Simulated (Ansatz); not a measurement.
Born–Oppenheimer molecular dynamics of a periodic cell of 16 atoms, Si (start crystal Si, start structure diamond, volume 1.05 times the crystal's). It goes on from the last frame of an earlier run, with new velocities.

Theory: DFT LDA, scalar-relativistic, plane waves, PAW in Ansatz. Settings: cutoff 420 eV, k mesh 2x2x2, fermi-dirac smearing 0.36 eV, no spin polarisation.

- ensemble: NVE (velocity Verlet)
- time step: 2.25 fs
- steps asked: 120
- starting velocities drawn for: 2520 K
- seed: 915508

Frames 22.5 fs apart, positions in Å.

Velocities at 0.0 fs (Å/ps):

```
Si -9.57 11.71 -4.47
Si -12.41 -5.52 13.19
Si 6.41 -12.25 -1.05
Si -12.34 -6.60 3.59
Si 12.65 6.90 4.10
Si -6.90 -8.04 6.59
Si -1.05 2.62 -4.96
Si 2.50 1.53 7.05
Si 21.88 1.72 -7.28
Si -2.10 -3.55 -10.28
Si -4.20 6.08 -1.03
Si -12.37 -5.32 -7.13
Si -0.02 6.58 -3.13
Si 8.38 20.87 5.54
Si 11.27 -6.32 -5.98
Si -2.14 -10.41 5.28
```

```xyz
16
Lattice="0.0000 5.5190 5.5190 5.5190 0.0000 5.5190 5.5190 5.5190 0.0000" Properties=species:S:1:pos:R:3 time_fs=0.0 energy_less_start_eV=0.000 T=2520
Si 0.144 -0.164 -0.012
Si 1.239 1.366 1.709
Si 2.311 2.925 0.392
Si 4.012 4.399 1.389
Si 2.807 -0.152 2.822
Si 4.256 1.254 4.304
Si 5.405 2.950 2.757
Si 6.997 4.174 4.295
Si -0.193 2.788 3.435
Si 1.640 4.055 4.337
Si 2.706 5.579 3.073
Si 3.822 7.135 4.926
Si 3.381 2.665 5.640
Si 4.417 3.897 7.194
Si 5.783 5.800 5.888
Si 7.041 7.291 6.847
16
Lattice="0.0000 5.5190 5.5190 5.5190 0.0000 5.5190 5.5190 5.5190 0.0000" Properties=species:S:1:pos:R:3 time_fs=22.5 energy_less_start_eV=0.785 T=2117
Si -0.002 0.047 0.044
Si 0.984 1.193 1.968
Si 2.432 2.696 0.485
Si 3.774 4.244 1.510
Si 3.023 0.017 2.914
Si 4.157 1.134 4.252
Si 5.433 2.974 2.712
Si 6.942 4.241 4.354
Si 0.214 2.718 3.241
Si 1.637 3.998 4.223
Si 2.655 5.810 2.988
Si 3.764 6.868 4.604
Si 3.198 2.913 5.649
Si 4.628 4.441 7.271
Si 5.858 5.550 5.687
Si 7.071 7.117 7.094
16
Lattice="0.0000 5.5190 5.5190 5.5190 0.0000 5.5190 5.5190 5.5190 0.0000" Properties=species:S:1:pos:R:3 time_fs=45.0 energy_less_start_eV=0.015 T=2508
Si -0.042 -0.038 0.289
Si 1.044 0.856 1.928
Si 2.447 2.464 0.535
Si 3.755 4.171 1.652
Si 2.819 0.020 2.886
Si 4.226 1.557 4.250
Si 5.493 2.929 2.833
Si 6.973 4.077 4.177
Si 0.134 2.708 3.098
Si 1.685 4.228 4.342
Si 2.664 5.752 2.889
Si 4.141 6.676 4.346
Si 2.962 3.117 5.808
Si 4.766 4.684 7.312
Si 5.708 5.587 5.527
Si 6.995 7.172 7.124
16
Lattice="0.0000 5.5190 5.5190 5.5190 0.0000 5.5190 5.5190 5.5190 0.0000" Properties=species:S:1:pos:R:3 time_fs=67.5 energy_less_start_eV=0.533 T=2244
Si -0.268 -0.281 0.251
Si 1.169 0.847 1.777
Si 2.523 2.276 0.370
Si 3.932 4.001 1.648
Si 2.824 -0.082 3.039
Si 4.233 1.962 4.490
Si 5.480 2.903 2.918
Si 7.123 3.832 4.167
Si -0.015 2.837 3.027
Si 1.446 4.482 4.506
Si 2.704 5.552 2.858
Si 4.411 6.856 4.165
Si 2.922 3.202 6.048
Si 4.659 4.572 7.421
Si 5.812 5.698 5.458
Si 6.812 7.301 6.854
16
Lattice="0.0000 5.5190 5.5190 5.5190 0.0000 5.5190 5.5190 5.5190 0.0000" Properties=species:S:1:pos:R:3 time_fs=90.0 energy_less_start_eV=0.923 T=2044
Si -0.581 -0.231 0.123
Si 1.196 1.127 1.570
Si 2.772 2.194 0.103
Si 3.951 3.720 1.515
Si 3.027 -0.073 3.372
Si 4.090 1.935 4.865
Si 5.539 2.853 2.914
Si 7.263 3.721 4.410
Si 0.193 2.985 2.970
Si 1.250 4.478 4.584
Si 2.722 5.571 2.827
Si 4.202 7.003 4.041
Si 2.908 3.384 6.176
Si 4.419 4.477 7.265
Si 6.048 5.535 5.527
Si 6.768 7.279 6.736
16
Lattice="0.0000 5.5190 5.5190 5.5190 0.0000 5.5190 5.5190 5.5190 0.0000" Properties=species:S:1:pos:R:3 time_fs=112.5 energy_less_start_eV=2.184 T=1396
Si -0.811 -0.053 0.091
Si 1.245 1.393 1.450
Si 2.979 2.110 0.089
Si 3.828 3.632 1.463
Si 3.183 0.084 3.678
Si 4.005 1.775 4.964
Si 5.614 2.705 3.083
Si 7.259 3.850 4.513
Si 0.458 3.007 2.900
Si 1.286 4.396 4.490
Si 2.658 5.584 2.755
Si 4.172 6.905 3.881
Si 2.579 3.465 6.069
Si 4.412 4.593 7.132
Si 5.988 5.314 5.547
Si 6.913 7.202 6.891
16
Lattice="0.0000 5.5190 5.5190 5.5190 0.0000 5.5190 5.5190 5.5190 0.0000" Properties=species:S:1:pos:R:3 time_fs=135.0 energy_less_start_eV=1.427 T=1786
Si -0.664 -0.284 0.202
Si 1.274 1.477 1.356
Si 3.019 2.091 0.126
Si 3.850 3.815 1.676
Si 3.297 0.109 3.731
Si 3.873 2.083 4.821
Si 5.563 2.590 3.274
Si 7.286 3.938 4.456
Si 0.397 2.957 2.773
Si 1.257 4.543 4.306
Si 2.579 5.465 2.671
Si 4.514 6.700 3.671
Si 2.390 3.405 5.969
Si 4.423 4.678 7.246
Si 5.715 5.436 5.593
Si 6.995 6.956 7.125
16
Lattice="0.0000 5.5190 5.5190 5.5190 0.0000 5.5190 5.5190 5.5190 0.0000" Properties=species:S:1:pos:R:3 time_fs=157.5 energy_less_start_eV=2.131 T=1424
Si -0.341 -0.332 0.218
Si 1.181 1.323 1.217
Si 3.145 2.256 0.004
Si 4.042 3.791 1.922
Si 3.390 0.049 3.692
Si 3.832 2.285 4.638
Si 5.546 2.631 3.324
Si 7.237 3.979 4.446
Si 0.112 2.987 2.695
Si 1.093 4.652 4.172
Si 2.739 5.326 2.775
Si 4.808 6.480 3.665
Si 2.394 3.337 6.079
Si 4.235 4.567 7.438
Si 5.566 5.726 5.546
Si 6.788 6.902 7.166
16
Lattice="0.0000 5.5190 5.5190 5.5190 0.0000 5.5190 5.5190 5.5190 0.0000" Properties=species:S:1:pos:R:3 time_fs=180.0 energy_less_start_eV=2.377 T=1297
Si -0.220 -0.228 0.309
Si 1.110 1.252 1.092
Si 3.206 2.495 -0.046
Si 4.319 3.578 1.838
Si 3.397 0.082 3.872
Si 3.734 2.224 4.473
Si 5.769 2.773 3.261
Si 7.143 4.076 4.545
Si -0.056 2.900 2.657
Si 1.061 4.447 4.066
Si 2.921 5.461 2.936
Si 4.835 6.408 3.563
Si 2.370 3.324 6.240
Si 3.979 4.447 7.266
Si 5.537 5.737 5.736
Si 6.663 6.983 7.188
16
Lattice="0.0000 5.5190 5.5190 5.5190 0.0000 5.5190 5.5190 5.5190 0.0000" Properties=species:S:1:pos:R:3 time_fs=202.5 energy_less_start_eV=1.725 T=1631
Si -0.365 -0.273 0.268
Si 1.244 1.523 1.087
Si 3.131 2.625 -0.026
Si 4.369 3.620 1.556
Si 3.383 -0.040 4.031
Si 3.674 2.239 4.356
Si 5.950 2.876 3.374
Si 7.113 4.312 4.793
Si -0.080 2.778 2.540
Si 1.213 4.117 4.054
Si 2.888 5.502 2.919
Si 4.856 6.425 3.625
Si 2.196 3.205 6.110
Si 3.858 4.529 7.133
Si 5.462 5.497 5.882
Si 6.876 7.026 7.295
16
Lattice="0.0000 5.5190 5.5190 5.5190 0.0000 5.5190 5.5190 5.5190 0.0000" Properties=species:S:1:pos:R:3 time_fs=225.0 energy_less_start_eV=2.416 T=1279
Si -0.348 -0.189 -0.022
Si 1.341 1.738 1.017
Si 2.985 2.587 -0.085
Si 4.368 3.765 1.583
Si 3.471 -0.155 4.030
Si 3.699 2.335 4.252
Si 5.855 2.982 3.486
Si 7.118 4.437 5.042
Si -0.078 2.837 2.399
Si 1.363 3.882 4.068
Si 2.786 5.340 2.803
Si 4.806 6.417 3.949
Si 2.159 3.078 5.822
Si 3.731 4.543 7.266
Si 5.454 5.481 5.984
Si 7.060 6.883 7.402
16
Lattice="0.0000 5.5190 5.5190 5.5190 0.0000 5.5190 5.5190 5.5190 0.0000" Properties=species:S:1:pos:R:3 time_fs=247.5 energy_less_start_eV=1.346 T=1827
Si -0.031 -0.063 -0.286
Si 1.182 1.683 0.888
Si 3.145 2.529 -0.204
Si 4.343 3.938 1.684
Si 3.493 -0.069 3.910
Si 3.751 2.284 4.121
Si 5.748 3.083 3.461
Si 7.178 4.334 5.103
Si -0.143 2.897 2.450
Si 1.281 3.905 3.824
Si 2.954 5.043 2.816
Si 4.493 6.543 4.203
Si 2.422 2.854 5.933
Si 3.587 4.398 7.401
Si 5.419 5.714 6.257
Si 6.945 6.886 7.437
```

Of the whole run (270 fs, mean temperature of the second half 1545 K): The conserved energy stayed within 0.65 meV per atom of its start (net change 0.091 meV per atom), so the integration is sound. A run of 0.27 ps of so small a system gives no equilibrium averages. Limits of this set-up: coarse k mesh.

The run took 9.6 min on 1 thread of Intel(R) Xeon(R) Platinum 8259CL CPU @ 2.50GHz (Skylake/Cascade Lake), with other jobs on the host, peak memory 0.69 GiB.
